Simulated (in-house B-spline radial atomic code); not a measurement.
**Al¹⁰⁺: density, ELF and screening along the radius**

How do the shells of Al¹⁰⁺ show in real space, and how much do the settings move them?

Program: in-house B-spline radial atomic code version 1. Level of theory: several methods, spin-polarised, as named in each step; spherical all-electron atom at the radial basis limit. These are calculated values, not measurements, unless marked.

### Step 1. What is computed

| Property | Result |
| --- | --- |
| element | aluminium (Z = 13) |
| charge | +10 |
| electrons | 3 |
| configuration | [He] 2s1 |
| nucleus | point (non-relativistic runs) or finite (X2C runs) |

The outer shells:

[He] 2s1
```
[He] core
2s [↑ ]
```

Where spins are not typed, each open shell is filled with up spins first.

### Step 2. Hartree-Fock, X2C

Settings of the run:

```ini
Z = 13
electrons = 3.0
configuration = [He] 2s1
hamiltonian = x2c
method = hf
spin_polarised = True
nucleus = fermi
rms_radius = 3.061
mass_number = 27
atomic_mass = 26.981538408
speed_of_light = 137.035999084
```

Launch:

```console
> python run_scf.py task.json out
```

The settings of every run stand in task.json; they run in order.

### Step 3. PBE0, X2C

Settings: those of step 2 with these lines changed.

```diff
@@ -4,3 +4,3 @@
 hamiltonian = x2c
-method = hf
+method = pbe0
 spin_polarised = True
```

### Step 4. revTPSS, X2C

Settings: those of step 3 with these lines changed.

```diff
@@ -4,3 +4,3 @@
 hamiltonian = x2c
-method = pbe0
+method = revtpss,revtpss
 spin_polarised = True
```

### Step 5. RPBE, X2C

Settings: those of step 4 with these lines changed.

```diff
@@ -4,3 +4,3 @@
 hamiltonian = x2c
-method = revtpss,revtpss
+method = rpbe,pbe
 spin_polarised = True
```

How large is the system in each run, where do the shell borders lie, and what is the highest level?

The runs gave:

| run | total energy (hartree) | highest level (eV) | radius holding 50 / 90 / 99 % (bohr) | radius at n = 0.001 (bohr) | ELF minima on the full grid (bohr) |
| --- | --- | --- | --- | --- | --- |
| Hartree-Fock, X2C | -177.5689 | -441.94 | 0.149 / 0.596 / 0.949 | 1.27 | 0.25 |
| PBE0, X2C | -177.5377 | -429.13 | 0.150 / 0.595 / 0.949 | 1.27 | 0.25 |
| revTPSS, X2C | -177.6479 | -425.48 | 0.149 / 0.595 / 0.947 | 1.26 | 0.25 |
| RPBE, X2C | -177.6508 | -424.83 | 0.150 / 0.595 / 0.949 | 1.27 | 0.25 |

What this shows: In the first run ELF has 1 minimum on the grid, which marks the borders between shells. On the record's full grid the screened charge (r times the electrostatic potential) falls from 13.0 near the nucleus to 10.00 at 1.8 bohr; far out it tends to the net charge, 10. The grid is coarse (about 16 % a step), so the places of minima are rough. For X2C runs ELF uses the non-relativistic kinetic energy density, and the fields carry no picture-change correction.
